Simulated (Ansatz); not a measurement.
# C6H20O2Si3: the cost of one run

Computed with Ansatz 0.2.0, Gaussian basis. Level: the settings change from run to run.

4 further runs of the same task are left out: 4 that didn't finish. Runs told in other sessions of the task aren't counted.

## (1) The molecule

The structure was relaxed beforehand with r2SCAN-D4/def2-SVP.

SMILES `C[SiH](C)O[SiH](C)O[Si](C)(C)C`, 31 atoms, charge 0, spin multiplicity 1.

Atoms are counted from 1 here; the program's logs count them from 0.

Bond lengths: C1–Si2 1.868 Å, C1–H12 1.102 Å, C1–H13 1.102 Å, C1–H14 1.102 Å, Si2–C3 1.870 Å, Si2–O4 1.671 Å, Si2–H15 1.500 Å, C3–H16 1.102 Å, C3–H17 1.103 Å, C3–H18 1.102 Å, O4–Si5 1.663 Å, Si5–C6 1.861 Å, Si5–O7 1.655 Å, Si5–H19 1.490 Å, C6–H20 1.103 Å, C6–H21 1.102 Å, C6–H22 1.102 Å, O7–Si8 1.681 Å and more. Angles: Si2–C1–H12 111.3°, Si2–C1–H13 111.4°, Si2–C1–H14 110.4°, H12–C1–H13 107.8°, H12–C1–H14 108.0°, H13–C1–H14 107.7°, C1–Si2–C3 111.4°, C1–Si2–O4 107.8°, C1–Si2–H15 110.0°, C3–Si2–O4 109.2°, C3–Si2–H15 109.4°, O4–Si2–H15 109.0°, Si2–C3–H16 111.2°, Si2–C3–H17 111.3°, Si2–C3–H18 110.7°, H16–C3–H17 107.7°, H16–C3–H18 107.8°, H17–C3–H18 108.0° and more.

As a file:

```
atom     x (Å)     y (Å)     z (Å)
  C1   2.18731   0.02583  -2.22158
 Si2   2.25516   0.33845  -0.38089
  C3   3.97941   0.07417   0.29236
  O4   1.20657  -0.73210   0.35903
 Si5   0.13048  -0.84578   1.62175
  C6   0.77532   0.05032   3.12042
  O7  -1.31312  -0.16662   1.18297
 Si8  -2.21767   0.01390  -0.22294
  C9  -4.01494   0.07089   0.29294
 C10  -1.88035  -1.44054  -1.35989
 C11  -1.71455   1.62361  -1.04342
 H12   2.86929   0.69786  -2.76800
 H13   1.17105   0.18135  -2.61791
 H14   2.47984  -1.01293  -2.44661
 H15   1.81281   1.74074  -0.08264
 H16   4.01618   0.26226   1.37756
 H17   4.70547   0.74948  -0.18983
 H18   4.31055  -0.96267   0.11786
 H19  -0.05964  -2.30051   1.88158
 H20   0.93196   1.11779   2.89229
 H21   0.05819  -0.01164   3.95466
 H22   1.73285  -0.37518   3.46168
 H23  -4.30836  -0.86240   0.80100
 H24  -4.68112   0.20749  -0.57487
 H25  -4.19587   0.90345   0.99260
 H26  -2.18515  -2.39149  -0.89147
 H27  -0.80446  -1.51193  -1.59087
 H28  -2.42777  -1.34635  -2.31272
 H29  -2.31108   1.81813  -1.95042
 H30  -1.85633   2.47492  -0.35705
 H31  -0.65204   1.60947  -1.33763
```

## (2) SVWN5/cc-pVDZ

This run has high accuracy, the search for lower states set to off.

File in.yaml:

```yaml
crystal:
  periodic: [false, false, false]
  atoms:
    - {symbol: C, position_ang: [2.187306, 0.025832, -2.221580]}
    - {symbol: Si, position_ang: [2.255157, 0.338453, -0.380889]}
    - {symbol: C, position_ang: [3.979411, 0.074169, 0.292363]}
    - {symbol: O, position_ang: [1.206567, -0.732103, 0.359028]}
    - {symbol: Si, position_ang: [0.130475, -0.845776, 1.621748]}
    - {symbol: C, position_ang: [0.775321, 0.050320, 3.120423]}
    - {symbol: O, position_ang: [-1.313122, -0.166622, 1.182966]}
    - {symbol: Si, position_ang: [-2.217671, 0.013899, -0.222937]}
    - {symbol: C, position_ang: [-4.014938, 0.070895, 0.292936]}
    - {symbol: C, position_ang: [-1.880351, -1.440545, -1.359886]}
    - {symbol: C, position_ang: [-1.714551, 1.623610, -1.043416]}
    - {symbol: H, position_ang: [2.869288, 0.697859, -2.767999]}
    - {symbol: H, position_ang: [1.171052, 0.181351, -2.617913]}
    - {symbol: H, position_ang: [2.479839, -1.012926, -2.446608]}
    - {symbol: H, position_ang: [1.812809, 1.740740, -0.082645]}
    - {symbol: H, position_ang: [4.016180, 0.262262, 1.377563]}
    - {symbol: H, position_ang: [4.705475, 0.749475, -0.189829]}
    - {symbol: H, position_ang: [4.310555, -0.962672, 0.117855]}
    - {symbol: H, position_ang: [-0.059640, -2.300509, 1.881583]}
    - {symbol: H, position_ang: [0.931956, 1.117794, 2.892289]}
    - {symbol: H, position_ang: [0.058194, -0.011638, 3.954665]}
    - {symbol: H, position_ang: [1.732854, -0.375178, 3.461679]}
    - {symbol: H, position_ang: [-4.308356, -0.862401, 0.800999]}
    - {symbol: H, position_ang: [-4.681117, 0.207489, -0.574870]}
    - {symbol: H, position_ang: [-4.195866, 0.903454, 0.992605]}
    - {symbol: H, position_ang: [-2.185147, -2.391489, -0.891470]}
    - {symbol: H, position_ang: [-0.804465, -1.511929, -1.590866]}
    - {symbol: H, position_ang: [-2.427767, -1.346355, -2.312719]}
    - {symbol: H, position_ang: [-2.311076, 1.818127, -1.950424]}
    - {symbol: H, position_ang: [-1.856328, 2.474923, -0.357048]}
    - {symbol: H, position_ang: [-0.652035, 1.609472, -1.337635]}
basis:
  gaussian: {orbitals: cc-pVDZ}
hamiltonian: {xc: {name: SVWN5}}
accuracy: high
scf: {lower_state_search: off}
output: {forces: true}
```

Launch:

```bash
> ansatz run in.yaml --threads 4 --pin off --events-out ev --progress --plain --max-ram 6963MiB
```

**Question.** How long does this run take on 4 threads of Arm Neoverse V1, shared host, and how much memory does it need?

About 36 s, with a peak of 2.1 GiB.
